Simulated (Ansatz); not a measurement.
# SiGeH₄ (triplet): the correlation ladder at distance Ge1–H5 along a hydrogen transfer = 1.877 Å, cc-pVDZ

How much of the correlation energy of SiGeH₄ (triplet) does each wave-function method recover here?

The runs use Ansatz 0.2.0, Gaussian basis; cc-pVDZ, core rule «outside noble gas», up to 19 orbitals frozen.

Plan: UHF; CCSD(T) on ROHF; CCSD(T) on UHF; BCCD(T) on ROHF; CISD; CCSDT(Q) on ROHF; CCSDT(Q) on UHF; CASSCF and MRCISD+Q, 4 electrons in 4 orbitals; CASSCF and NEVPT2, 4 electrons in 4 orbitals.

15 further runs of the same task are left out: 13 that didn't finish, 2 set aside as unsound or not needed.

## Step 1: What is computed

The geometry derives from fragments relaxed apart (PBE0/def2-TZVP) and kept rigid, so it is no stationary point. A hydrogen atom is moved between rigid fragments. No spin-orbit coupling is included. The filled d shell of Ge may be among the frozen orbitals whatever the setting's name suggests; the logs give the count.

6 atoms, charge 0, spin multiplicity 3.

Atoms are counted from 1 here; the program's logs count them from 0.

Bond lengths: Ge1–H2 1.534 Å, Ge1–H3 1.534 Å, Ge1–H4 1.534 Å, Ge1–H5 1.877 Å. Angles: H2–Ge1–H3 109.5°, H2–Ge1–H4 109.5°, H2–Ge1–H5 109.5°, H3–Ge1–H4 109.5°, H3–Ge1–H5 109.5°, H4–Ge1–H5 109.5°.

## Step 2: UHF

Contents of in.yaml:

```yaml
crystal:
  periodic: [false, false, false]
  atoms:
    - {symbol: Ge, position_ang: [-1.014841, 0.000000, 0.000000]}
    - {symbol: H, position_ang: [-1.526291, 1.446599, 0.000000]}
    - {symbol: H, position_ang: [-1.526291, -0.723300, 1.252792]}
    - {symbol: H, position_ang: [-1.526291, -0.723299, -1.252792]}
    - {symbol: H, position_ang: [0.862159, 0.000000, 0.000000]}
    - {symbol: Si, position_ang: [2.758159, 0.000000, 0.000000]}
basis:
  gaussian: {orbitals: cc-pVDZ}
magnetization: {spin_polarized: true, initial_magnetization: 2}
hamiltonian: {xc: hf}
output: {orbitals: {seedname: orbitals}}
```

Command:

```bash
$ ansatz run in.yaml --threads 1 --pin off --events-out ev --progress --plain --max-ram 2393MiB
```

The runs that follow: CCSD(T) on ROHF; CCSD(T) on UHF; BCCD(T) on ROHF; CISD; CCSDT(Q) on ROHF; CCSDT(Q) on UHF; CASSCF and MRCISD+Q, 4 electrons in 4 orbitals; CASSCF and NEVPT2, 4 electrons in 4 orbitals.

Before running them: what should the planned runs give, taken together? Wanted: UCCSDT(Q) below the RHF energy; RMP2 from UCCSDT(Q); UMP2 from UCCSDT(Q); RCCSD from UCCSDT(Q); RCCSD(T) from UCCSDT(Q); UCCSD(T) from UCCSDT(Q); RCCSDT(Q) from UCCSDT(Q); NEVPT2 pair from UCCSDT(Q); MRCISD+Q pair from UCCSDT(Q).

The runs gave:

| quantity | value |
| --- | --- |
| UCCSDT(Q) below the RHF energy | -6.1382 eV |
| RMP2 from UCCSDT(Q) | +142.9 kJ/mol |
| UMP2 from UCCSDT(Q) | +142.7 kJ/mol |
| RCCSD from UCCSDT(Q) | +17.5 kJ/mol |
| RCCSD(T) from UCCSDT(Q) | +4.0 kJ/mol |
| UCCSD(T) from UCCSDT(Q) | +3.9 kJ/mol |
| RCCSDT(Q) from UCCSDT(Q) | 0.0 kJ/mol |
| NEVPT2 pair from UCCSDT(Q) | +142.1 kJ/mol |
| MRCISD+Q pair from UCCSDT(Q) | +1.6 kJ/mol |
| levels within 1 kcal/mol (43 meV) | RCCSD(T), UCCSD(T), BCCD(T), RCCSDT, UCCSDT, RCCSDT(Q), MRCISD+Q pair |
| T1 diagnostic | 0.020 |

RCCSD(T) lands +4.0 kJ/mol from the yardstick (0.7 % of the correlation energy). Of the multireference levels listed MRCISD+Q pair comes nearest in total energy (+1.6 kJ/mol), which doesn't show that its space is the better one. These misses are within one basis, not against nature; the frozen cores of restricted and unrestricted runs differ, which can shift their rows.
